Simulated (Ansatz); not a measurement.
# C6H10O: a ladder of functionals and wavefunction methods

An exercise on one series of results from a longer session: the logs are not shown, and one member is left open.

Method: functionals in def2-TZVPP, the program's frozen cores in correlated methods; program: Ansatz 0.2.0, Gaussian basis.

The runs, in order: LDA (SPW92), PBE-D4, revPBE-D4, BLYP-D4, r2SCAN-D4, B97M-V, PBE0-D4, B3LYP-D4, r2SCANh-D4, r2SCAN0-D4, HSE06-D4, BHLYP-D4, CAM-B3LYP-D4, LC-ωPBE, ωB97X-V, ωB97M-V, B2PLYP, PBE-QIDH; CCSD(T)/def2-SVP; CCSD(T)/def2-TZVPP; MP2/def2-QZVPP; extrapolation to the limit; RPA on PBE.

### The relaxed structure

The geometry comes from an earlier relaxation with PBE0-D4 in a triple-zeta def2 set; it is a stationary point, not always the lowest conformer.

SMILES `CC(=O)C=C(C)C`, 17 atoms, charge 0, spin multiplicity 1.

Atoms are counted from 1 here; the program's logs count them from 0.

Bond lengths: C1–C2 1.509 Å, C1–H8 1.094 Å, C1–H9 1.094 Å, C1–H10 1.088 Å, C2–O3 1.214 Å, C2–C4 1.476 Å, C4–C5 1.343 Å, C4–H11 1.087 Å, C5–C6 1.491 Å, C5–C7 1.494 Å, C6–H12 1.095 Å, C6–H13 1.096 Å, C6–H14 1.085 Å, C7–H15 1.090 Å, C7–H16 1.095 Å, C7–H17 1.095 Å. Angles: C2–C1–H8 110.2°, C2–C1–H9 110.1°, C2–C1–H10 109.9°, H8–C1–H9 106.8°, H8–C1–H10 109.9°, H9–C1–H10 109.8°, C1–C2–O3 120.6°, C1–C2–C4 114.5°, O3–C2–C4 124.9°, C2–C4–C5 127.9°, C2–C4–H11 114.7°, C5–C4–H11 117.4°, C4–C5–C6 125.1°, C4–C5–C7 119.9°, C6–C5–C7 115.0°, C5–C6–H12 109.6°, C5–C6–H13 109.4°, C5–C6–H14 112.4° and more.

Set-up of the first run:

in.yaml reads:

```yaml
crystal:
  periodic: [false, false, false]
  atoms:
    - {symbol: C, position_ang: [1.153643, -2.318514, -1.195405]}
    - {symbol: C, position_ang: [0.868514, -0.845652, -1.034450]}
    - {symbol: O, position_ang: [1.333704, -0.037579, -1.811838]}
    - {symbol: C, position_ang: [0.006470, -0.511747, 0.115624]}
    - {symbol: C, position_ang: [-0.439269, 0.698740, 0.488330]}
    - {symbol: C, position_ang: [-0.132582, 1.978510, -0.211867]}
    - {symbol: C, position_ang: [-1.313548, 0.832393, 1.692469]}
    - {symbol: H, position_ang: [0.218310, -2.874436, -1.309040]}
    - {symbol: H, position_ang: [1.646202, -2.706588, -0.298830]}
    - {symbol: H, position_ang: [1.788203, -2.480930, -2.064244]}
    - {symbol: H, position_ang: [-0.297160, -1.363885, 0.718322]}
    - {symbol: H, position_ang: [-1.066731, 2.489091, -0.469582]}
    - {symbol: H, position_ang: [0.401623, 2.648171, 0.471539]}
    - {symbol: H, position_ang: [0.464839, 1.828473, -1.105397]}
    - {symbol: H, position_ang: [-1.498121, -0.125302, 2.179492]}
    - {symbol: H, position_ang: [-2.275767, 1.275844, 1.415786]}
    - {symbol: H, position_ang: [-0.858320, 1.513421, 2.419092]}
basis:
  gaussian: {orbitals: def2-TZVPP}
hamiltonian: {xc: lda}
output: {orbitals: {seedname: orbitals}}
```

Command:

```sh
> ansatz run in.yaml --threads 2 --pin off --events-out ev --progress --plain --max-ram 32768MiB --backend cuda --devices 0, --max-vram 18GiB
```

Among the steps run: LDA; PBE-D4 (GGA); revPBE-D4 (GGA); BLYP-D4 (GGA); r2SCAN-D4 (meta-GGA); B97M-V (meta-GGA); B3LYP-D4 (hybrid); r2SCANh-D4 (hybrid); r2SCAN0-D4 (hybrid); HSE06-D4 (hybrid); BHLYP-D4 (hybrid); CAM-B3LYP-D4 (range-separated); LC-ωPBE (range-separated); ωB97X-V (range-separated); ωB97M-V (range-separated); B2PLYP (double hybrid); PBE-QIDH (double hybrid).

One table of the session follows, with a row left open; its other results are not shown here.

It belongs to the step «Frontier levels by functional». 

```
  functional  HOMO (eV)  gap (eV)
 LDA (SPW92)      -5.49      3.00
      PBE-D4      -5.33      3.05
   revPBE-D4      -5.26      3.07
     BLYP-D4      -5.25      3.11
   r2SCAN-D4      -5.61      3.51
      B97M-V      -5.79      3.78
     PBE0-D4      -6.94      5.63
    B3LYP-D4      -6.70      5.17
  r2SCANh-D4      -6.22      4.47
  r2SCAN0-D4      -7.14      5.93
    HSE06-D4      -6.53      4.84
    BHLYP-D4      -8.39      8.21
CAM-B3LYP-D4          ?         ?
     LC-ωPBE      -9.72     10.67
     ωB97X-V      -9.41     10.31
     ωB97M-V      -9.36     10.19
```

Q: Estimate the row for CAM-B3LYP-D4 from the others.

The run gave: HOMO (eV): -8.41; gap (eV): 8.25. In the column «HOMO (eV)» it lies between ωB97M-V (-9.36) and BHLYP-D4 (-8.39).
